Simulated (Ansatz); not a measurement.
# F2H2OSi: the cost of one run

Program: Ansatz 0.2.0. Level of theory: RKS B3LYP/def2-SVP. These are calculated values, not measurements.

## 1. Starting point

Bond lengths: Si1–H2 1.660 Å, Si1–O3 1.880 Å, O3–H4 1.010 Å, Si1–F5 1.589 Å, Si1–F6 1.589 Å. Angles: H2–Si1–O3 45.4°, H2–Si1–F5 121.8°, H2–Si1–F6 121.8°, O3–Si1–F5 122.6°, O3–Si1–F6 122.6°, F5–Si1–F6 109.5°, Si1–O3–H4 106.0°.

Structure file:

```xyz
6

Si    0.0000    0.0000    0.0000
H     0.8436    0.0000    1.4296
O     1.8237    0.0000    0.4570
H     2.1400   -0.9521    0.3404
F    -0.7489    1.2974   -0.5295
F    -0.7489   -1.2974   -0.5295
```

## 2. Pulling towards end A

Springs on the bonds that form and break draw the guess towards this end; the thresholds are loose.

Contents of input.yaml:

```yaml
crystal:
  periodic: [false, false, false]
  atoms:
    - { symbol: Si, position_ang: [0.0, 0.0, 0.0] }
    - { symbol: H, position_ang: [0.8436, 0.0, 1.4296] }
    - { symbol: O, position_ang: [1.8237, 0.0, 0.457] }
    - { symbol: H, position_ang: [2.14, -0.9521, 0.3404] }
    - { symbol: F, position_ang: [-0.7489, 1.2974, -0.5295] }
    - { symbol: F, position_ang: [-0.7489, -1.2974, -0.5295] }
basis:
  gaussian: { orbitals: def2-SVP }
hamiltonian:
  xc: b3lyp
relax:
  f_tol: 0.15
  max_steps: 25
  restrain:
    - { distance: [1, 2], at: 2.21, k: 30.0 }
    - { distance: [0, 1], at: 1.46, k: 30.0 }
    - { distance: [0, 2], at: 1.68, k: 30.0 }
```

Started as:

```
> ansatz run input.yaml --threads 2 --pin off --max-ram 3072MiB --backend cpu --events-out ev --progress --plain --runs-dir out
```

**Question.** How long does this run take on 2 threads of Arm Neoverse V2, shared host, and how much memory does it need?

About 9.2 s, with a peak of 0.14 GiB.
